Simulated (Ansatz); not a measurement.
# BFGeH4: vertical and adiabatic energies of changing the electron count in Python

A script is to give vertical and adiabatic energies of changing the electron count; the system is BFGeH4. SMILES: [BH2][GeH2][F].

Computed with Ansatz 0.2.0, driven from Python. Level of theory: PBE+D3(BJ)/def2-SVP.

## 1. Starting point

Bond lengths: B1–Ge2 1.962 Å, Ge2–F3 1.748 Å, B1–H4 1.128 Å, B1–H5 1.235 Å, Ge2–H6 1.559 Å, Ge2–H7 1.575 Å. Angles: B1–Ge2–F3 107.6°, B1–Ge2–H6 110.3°, B1–Ge2–H7 109.9°, F3–Ge2–H6 110.4°, F3–Ge2–H7 110.0°, H6–Ge2–H7 108.6°, Ge2–B1–H4 122.3°, Ge2–B1–H5 121.0°, H4–B1–H5 116.7°.

The script reads bfgeh4.xyz:

```xyz
7

B    -0.91910    0.19500   -0.69570
Ge    0.63360   -0.12700    0.45940
F     0.67220   -1.83470    0.83010
H    -1.60840   -0.63560   -1.02470
H    -1.18920    1.33200   -1.09460
H     0.51790    0.71140    1.76910
H     1.95420    0.29090   -0.28940
```

## 2. Script

Input file adiabatic_bfgeh4.py:

```python
'''Vertical and adiabatic ionisation of BFGeH4.'''

import itertools

import ansatz as az
from ase.data import atomic_numbers, covalent_radii
import numpy as np

config = {
    'basis_set': 'def2-SVP',
    'xc': 'pbe',
    'vdw': 'd3bj',
    'net_charge': 1,
}

geometry = az.Crystal.molecule_from_extxyz('bfgeh4.xyz')

calc = (
    geometry.calculation()
    .basis(gaussian=config['basis_set'])
    .functional(config['xc'], dispersion=config['vdw'])
)
symbols = [site.symbol for site in geometry.cartesian_sites]
start = np.array([site.position_ang for site in geometry.cartesian_sites], dtype=float)
report = calc.relax(force_tolerance=0.01).run().report
end = np.array(report['positions_ang'])

minimum = az.Crystal.molecule()
for symbol, place in zip(symbols, end):
    minimum = minimum.atom(symbol, place.tolist())
ion = minimum.calculation()
ion = ion.basis(gaussian=config['basis_set']).functional(config['xc'], dispersion=config['vdw'])
ion = ion.charge(config['net_charge']).spin('collinear', total=1)
vertical = ion.run().report
settled = ion.relax(force_tolerance=0.01, max_steps=80).run().report
print(f'vertical ionisation energy   {vertical["free_energy_ev"] - report["free_energy_ev"]:.3f} eV')
print(f'adiabatic, no zero point     {settled["free_energy_ev"] - report["free_energy_ev"]:.3f} eV')
print(f'relaxation energy of the ion {vertical["free_energy_ev"] - settled["free_energy_ev"]:.3f} eV')
ionised = np.array(settled['positions_ang'])
# pairs closer than 1.2 times the sum of covalent radii, before or after
radius = [covalent_radii[atomic_numbers[s]] for s in symbols]
span = lambda where, i, j: np.linalg.norm(where[i] - where[j])
bonded = [(i, j) for i, j in itertools.combinations(range(len(symbols)), 2) if min(span(end, i, j), span(ionised, i, j)) < 1.2 * (radius[i] + radius[j])]
print('pair        before    after (A)')
for i, j in bonded:
    print(f'{symbols[i]}{i}-{symbols[j]}{j}'.ljust(10), f'{span(end, i, j):8.4f} {span(ionised, i, j):8.4f}')
for first, second in list(itertools.combinations(bonded, 2)):
    shared = set(first) & set(second)
    if shared and symbols[(j := shared.pop())] != 'H':
        i, k = sorted((set(first) | set(second)) - {j})
        u, v = ionised[i] - ionised[j], ionised[k] - ionised[j]
        angle = np.degrees(np.arccos(np.clip(u @ v / np.linalg.norm(u) / np.linalg.norm(v), -1, 1)))
        print(f'final angle {symbols[i]}{i}-{symbols[j]}{j}-{symbols[k]}{k}: {angle:.2f} deg')
```

## 3. What the engine is handed

The engine receives this input (first run):

```yaml
crystal:
  periodic: [false, false, false]
  atoms:
    - { symbol: B, position_ang: [-0.9191, 0.195, -0.6957] }
    - { symbol: Ge, position_ang: [0.6336, -0.127, 0.4594] }
    - { symbol: F, position_ang: [0.6722, -1.8347, 0.8301] }
    - { symbol: H, position_ang: [-1.6084, -0.6356, -1.0247] }
    - { symbol: H, position_ang: [-1.1892, 1.332, -1.0946] }
    - { symbol: H, position_ang: [0.5179, 0.7114, 1.7691] }
    - { symbol: H, position_ang: [1.9542, 0.2909, -0.2894] }
basis:
  gaussian:
    orbitals: def2-SVP
hamiltonian:
  xc: pbe
  dispersion: d3bj
relax:
  f_tol: 0.01
```

## 4. Running it

Launch:

```console
python adiabatic_bfgeh4.py
```

Q: Predict the main results. Wanted: vertical ionisation energy; adiabatic ionisation energy, no zero point.

The runs gave:

| quantity | value |
| --- | --- |
| vertical ionisation energy | 10.453 eV |
| adiabatic ionisation energy, no zero point | 9.790 eV |
| runs compared | 3 |

**Reading.** The ionisation energy is a difference of two total energies at the neutral geometry; letting the ion relax lowers it by 0.66 eV. In CPU time, run 3 cost about 5.5 times as much as run 2. Run 1: The relaxation took 5 moves; the largest shift is 0.138 Å, of atom 4 (H). Run 3: The relaxation took 5 moves; the largest shift is 0.222 Å, of atom 4 (H). The energies are electronic: no zero-point or thermal terms, and the basis set is short of its limit. The product may relax into another structure. The relaxation finds the nearest minimum, so the adiabatic value is an upper bound.
